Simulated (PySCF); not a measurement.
**A diatomic session: NaTe**

An exercise on one series of results from a longer session: the logs are not shown, and one member is left open.

Program: PySCF 2.14.0. Level of theory: Na cc-pVDZ, Te cc-pVDZ-PP with ECP28, scalar-relativistic core potentials. These are calculated values, not measurements.

The first run:

Settings of the job:

| Item | Value |
| --- | --- |
| atoms | Na, Te |
| charge | 0 |
| basis | Na cc-pVDZ, Te cc-pVDZ-PP with ECP28 |
| Hamiltonian | scalar-relativistic core potentials |
| basis functions | 41 |
| electrons treated | 35 |
| masses in u | 22.9898, 129.9062 |
| levels | PBE0, PBE, r²SCAN, B3LYP, M06-L, TPSSh, CAM-B3LYP, HF, MP2, SCS-MP2, CCSD, CCSD(T) |
| grid | 80 radial by 434 angular points |
| occupations | held fixed by the projection of orbital angular momentum |
| dissociation limit | Na + Te, each in its ground configuration |
| starting distance in angstrom | 2.895 |
| values of 2S to try | 1, 3 |

Launch:

```
OMP_NUM_THREADS=1 python dia.py task.json out
```

Steps of the session up to this table: Input; The PBE0 curve of the state that the search chose; Other states along the same grid; PBE (GGA); r²SCAN; B3LYP; M06-L; TPSSh; CAM-B3LYP (range-separated hybrid); UHF (mean field); Adding correlation.

One table of the session follows, with a row left open; its other results are not shown here.

It belongs to the step «The curves together». Energy (eV) from each level's lowest point:

```
R (Å)    UHF  UHF-MP2  UHF-SCS-MP2  UHF-CCSD  UHF-CCSD(T)
2.423  0.563    0.564        0.566       n/a          n/a
2.535  0.268    0.271        0.273     0.273        0.276
2.648  0.096    0.099        0.100     0.101        0.102
2.732  0.029    0.030        0.031     0.031        0.032
2.817  0.000    0.000        0.000     0.000        0.000
2.901  0.002    0.001        0.001     0.000        0.000
3.014      ?        ?            ?         ?            ?
3.155  0.134    0.132        0.129     0.128        0.125
3.324  0.282    0.283        0.278     0.276        0.272
3.549  0.513    0.524        0.517       n/a          n/a
```

Estimate the missing values for R (Å) = 3.014.

Worked estimate for «UHF». A straight line through the neighbours (2.901, 0.002) and (3.155, 0.134) gives 0.002 + (0.134 − 0.002) × (3.014 − 2.901) / (3.155 − 2.901) = 0.061; a parabola fitted to 4 rows on both sides gives 0.046.

The run gave: UHF: 0.042; UHF-MP2: 0.040; UHF-SCS-MP2: 0.038; UHF-CCSD: 0.038; UHF-CCSD(T): 0.037. In «UHF» the line misses by +0.019 and the parabola by +0.004.
